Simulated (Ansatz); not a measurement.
# C₃H₄F₂GeO: up Jacob's ladder to CCSD(T)

The task here is to estimate one member of a computed series from the others.

The runs use Ansatz 0.2.0, Gaussian basis; functionals in def2-TZVPP, the program's frozen cores in correlated methods.

Plan: LDA (SPW92), PBE-D4, revPBE-D4, BLYP-D4, r2SCAN-D4, B97M-V, PBE0-D4, B3LYP-D4, r2SCANh-D4, r2SCAN0-D4, HSE06-D4, BHLYP-D4, CAM-B3LYP-D4, LC-ωPBE, ωB97X-V, ωB97M-V, B2PLYP, PBE-QIDH; CCSD(T)/def2-SVP; CCSD(T)/def2-TZVPP; MP2/def2-QZVPP; extrapolation to the limit; RPA on PBE.

## The geometry

All runs share one geometry, relaxed beforehand with PBE0-D4 in a triple-zeta def2 set.

SMILES `C#[C][Ge]([F])([F])[O]C`, 11 atoms, charge 0, spin multiplicity 1.

Atoms are counted from 1 here; the program's logs count them from 0.

Bond lengths: C1–C2 1.202 Å, C1–H8 1.067 Å, C2–Ge3 1.865 Å, Ge3–F4 1.717 Å, Ge3–F5 1.717 Å, Ge3–O6 1.734 Å, O6–C7 1.421 Å, C7–H9 1.094 Å, C7–H10 1.090 Å, C7–H11 1.094 Å. Angles: C2–C1–H8 180.0°, C1–C2–Ge3 179.7°, C2–Ge3–F4 111.1°, C2–Ge3–F5 111.1°, C2–Ge3–O6 111.3°, F4–Ge3–F5 103.8°, F4–Ge3–O6 109.7°, F5–Ge3–O6 109.7°, Ge3–O6–C7 120.5°, O6–C7–H9 111.5°, O6–C7–H10 107.0°, O6–C7–H11 111.5°, H9–C7–H10 108.8°, H9–C7–H11 109.2°, H10–C7–H11 108.8°.

The first run:

File in.yaml:

```yaml
crystal:
  periodic: [false, false, false]
  atoms:
    - {symbol: C, position_ang: [-3.229606, 0.377105, 0.653933]}
    - {symbol: C, position_ang: [-2.033561, 0.439645, 0.552050]}
    - {symbol: Ge, position_ang: [-0.178011, 0.546161, 0.400053]}
    - {symbol: F, position_ang: [0.301625, 2.051185, -0.273332]}
    - {symbol: F, position_ang: [0.570676, 0.532648, 1.945353]}
    - {symbol: O, position_ang: [0.449568, -0.751162, -0.563684]}
    - {symbol: C, position_ang: [1.846313, -0.859919, -0.804111]}
    - {symbol: H, position_ang: [-4.290935, 0.321752, 0.744556]}
    - {symbol: H, position_ang: [2.230014, 0.015137, -1.336472]}
    - {symbol: H, position_ang: [1.995104, -1.743182, -1.425801]}
    - {symbol: H, position_ang: [2.404212, -0.986369, 0.128154]}
basis:
  gaussian: {orbitals: def2-TZVPP}
hamiltonian: {xc: lda}
output: {orbitals: {seedname: orbitals}}
```

Steps of the session up to this table: LDA; PBE-D4 (GGA); revPBE-D4 (GGA); BLYP-D4 (GGA); r2SCAN-D4 (meta-GGA); B97M-V (meta-GGA); PBE0-D4 (hybrid); B3LYP-D4 (hybrid); r2SCANh-D4 (hybrid); r2SCAN0-D4 (hybrid); HSE06-D4 (hybrid); BHLYP-D4 (hybrid); CAM-B3LYP-D4 (range-separated); LC-ωPBE (range-separated); ωB97X-V (range-separated); ωB97M-V (range-separated); B2PLYP (double hybrid); PBE-QIDH (double hybrid).

One of the session's tables, all rows but one given; the rest of the session is left out.

It belongs to the step «Orbital energies across the functionals». 

```
  functional  HOMO (eV)  gap (eV)
 LDA (SPW92)      -7.37      5.40
      PBE-D4      -7.20      5.52
   revPBE-D4      -7.14      5.57
     BLYP-D4      -7.11      5.58
   r2SCAN-D4      -7.56      6.10
      B97M-V      -7.66      6.25
     PBE0-D4      -8.84      8.10
    B3LYP-D4      -8.59      7.63
  r2SCANh-D4      -8.17      7.05
  r2SCAN0-D4      -9.08      8.48
    HSE06-D4      -8.43      7.31
    BHLYP-D4          ?         ?
CAM-B3LYP-D4     -10.31     10.70
     LC-ωPBE     -11.69     13.29
     ωB97X-V     -11.33     12.83
     ωB97M-V     -11.24     12.61
```

Q: Estimate the row for BHLYP-D4 from the others.

Worked estimate for «HOMO (eV)». Against the share of exact exchange, BLYP-D4 (0, -7.11), B3LYP-D4 (0.2, -8.59) give a slope of -7.40 per unit share; at 0.5 the line stands at -10.81.

The run gave: HOMO (eV): -10.26; gap (eV): 10.56. In «HOMO (eV)» the line misses by -0.55.
